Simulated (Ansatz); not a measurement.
The system is Mg6TiCo.

```
CELL_PARAMETERS angstrom
4.71661 0.00000 0.00000
0.00000 3.01837 5.49984
0.00000 -3.01837 5.49984
ATOMIC_POSITIONS crystal
Co 0.00000 0.80003 0.80003
Ti 0.50000 0.69253 0.69253
Mg 0.50000 0.16700 0.16700
Mg 0.50000 0.16121 0.68208
Mg 0.50000 0.68208 0.16121
Mg 0.00000 0.32897 0.32897
Mg 0.00000 0.34412 0.82405
Mg 0.00000 0.82405 0.34412
```

The cell comes from a database or a generator and needn't be the stable form of this composition.

```yaml
Program: Ansatz 0.2.0
Task: single point
Functional: PBE
Potentials_or_basis: Ansatz PAW
Cutoff: "420 eV (not typed: the program's choice for these potentials)"
k_mesh: 6 × 5 × 5
Occupations: fermi-dirac, width 0.05 eV
Spin: collinear spin, ferromagnetic start
Starting_moments: "[2.0, 1.0, 0.0, 0.0, 0.0, 0.0, 0.0, 0.0] μB"
```

On this cell: pressure 0.0 GPa; largest force 0.054 eV/Å; net moment 0.25 μB per cell; site moments Co +1.05; Ti -0.56; Mg +0.01, -0.00, +0.00 μB; band gap on the k mesh none (metal or under the smearing width).

The same run follows on a disturbed copy (atoms moved at random, drawn with an rms of 0.05 Å):

```
Co Ti Mg
1.0
     4.71661    0.00000    0.00000
     0.00000    3.01837    5.49984
     0.00000   -3.01837    5.49984
Co Ti Mg
1 1 6
Cartesian
  0.0393 -0.0200 8.8366
  2.3526 -0.0172 7.6065
  2.3693 0.0101 1.8682
  2.3338 -1.5949 4.6055
  2.3015 1.6333 4.6579
  -0.0171 -0.0722 3.6153
  -0.0005 -1.4435 6.4366
  0.0348 1.4568 6.3762
```

Problem. What does the disturbed cell give?

Solution. The energy (extrapolated to zero smearing) moves by +5.4 meV/atom; pressure 0.0 GPa; largest force 0.469 eV/Å; net moment 0.29 μB per cell; site moments Co +1.09; Ti -0.56; Mg +0.01, -0.00, +0.00 μB; band gap on the k mesh none (metal or under the smearing width).

Forces in eV/Å, atoms in the order of the input:
```
Co  -0.031  0.015 -0.105
Ti   0.046  0.186  0.041
Mg  -0.046 -0.041 -0.083
Mg   0.060  0.186  0.202
Mg   0.254 -0.373 -0.128
Mg   0.001  0.126  0.018
Mg  -0.017 -0.091 -0.057
Mg  -0.266 -0.009  0.111
```

Stress tensor (GPa, compression positive):
```
-0.07  0.13 -0.13
 0.13  0.20 -0.09
-0.13 -0.09 -0.16
```

Caveats: the starting moments weren't kept.
